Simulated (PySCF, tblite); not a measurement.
# C3H10O2SSi: geometry, infrared bands and NMR shifts

What infrared bands and NMR shifts should C3H10O2SSi (`CCO[Si@](C)(O)S`) show?

The runs use tblite 0.8.0 and PySCF 2.14.0, with density-fitted response routines of our own; the level of theory stands in each step. All values are computed, except where a source is named. Atoms count from 0, in the outputs and in this text.

## 1. Starting geometry

17 atoms, charge 0, multiplicity 1; geometry from: force field or distance geometry start.

Bonds of the start (Å): C0–C1 1.50, C1–O2 1.42, O2–Si3 1.65, Si3–C4 1.83, Si3–O5 1.66, Si3–S6 2.13, C0–H7 1.10, C0–H8 1.09, C0–H9 1.09, C1–H10 1.09, C1–H11 1.11, C4–H12 1.09, C4–H13 1.10, C4–H14 1.09, O5–H15 0.98, S6–H16 1.33.

## 2. Relaxing the molecule with GFN2-xTB

Job settings and geometry (Å):

```
{"job": {"kind": "relax", "xc": "GFN2-xTB", "basis": "xTB"}, "charge": 0, "multiplicity": 1}
C     -2.128200    -1.295900    -1.151900
C     -0.800900    -1.141100    -0.463600
O     -0.686900     0.181500     0.043600
Si     0.692800     0.656000     0.812400
C      2.130900     0.881200    -0.301100
O      0.988800    -0.403000     2.062400
S      0.256000     2.512100     1.770200
H     -2.951200    -1.078600    -0.452600
H     -2.255400    -2.307400    -1.547500
H     -2.228300    -0.577300    -1.969900
H      0.004800    -1.354200    -1.173100
H     -0.741400    -1.870200     0.372100
H      3.009000     1.237700     0.244700
H      1.913700     1.612800    -1.095200
H      2.400500    -0.047300    -0.798900
H      0.673100    -0.089000     2.939700
H     -0.284300     3.094800     0.698700
```

The run is started by

```sh
> OMP_NUM_THREADS=1 python probes_run.py task.json out
```

This one command runs all jobs of the session in turn.

**Question.** This job is followed by: GFN2-xTB harmonic vibrations, gas phase; GIAO PBE0/pcSseg-1 NMR shielding, non-relativistic, gas phase. Predict these results of the whole session: strongest single infrared mode (GFN2-xTB); zero-point energy (GFN2-xTB); 13C shifts against TMS (PBE0/pcSseg-1); 1H shifts against TMS (PBE0/pcSseg-1, means over atoms taken as alike); 17O shifts against H2O (PBE0/pcSseg-1); 29Si shifts against TMS (PBE0/pcSseg-1); 33S shifts against CS2 (PBE0/pcSseg-1).

**Answer**, as computed:

```
                                                              quantity                                   value
                             strongest single infrared mode (GFN2-xTB)                   1141 cm⁻¹, 308 km/mol
                                          zero-point energy (GFN2-xTB)                           80.9 kcal/mol
                                13C shifts against TMS (PBE0/pcSseg-1)                     61.4, 20.3, 4.5 ppm
1H shifts against TMS (PBE0/pcSseg-1, means over atoms taken as alike)  4.23, 3.91, 2.02, 1.33, 0.77, 0.29 ppm
                                17O shifts against H2O (PBE0/pcSseg-1)                          74.4, 64.8 ppm
                               29Si shifts against TMS (PBE0/pcSseg-1)                               -11.6 ppm
                                33S shifts against CS2 (PBE0/pcSseg-1)                                -202 ppm
```

In words: The optimisation took 131 steps and gained 0.214 eV; among the close pairs (by a distance rule), Si3–C4 changed most, from 1.833 to 1.902 Å. All 45 modes are real, so the xTB geometry is a minimum. GFN2-xTB is a fitted tight-binding method: band positions and strengths are rough. Its intensities can rank the bands wrongly. The most deshielded carbon is C1 (sp3 CH2 bonded to O), at 61.4 ppm: deshielded by the electronegative neighbour. At PBE0/pcSseg-1: The widest tensor belongs to S6: span 227 ppm, with a paramagnetic part of -354 ppm.
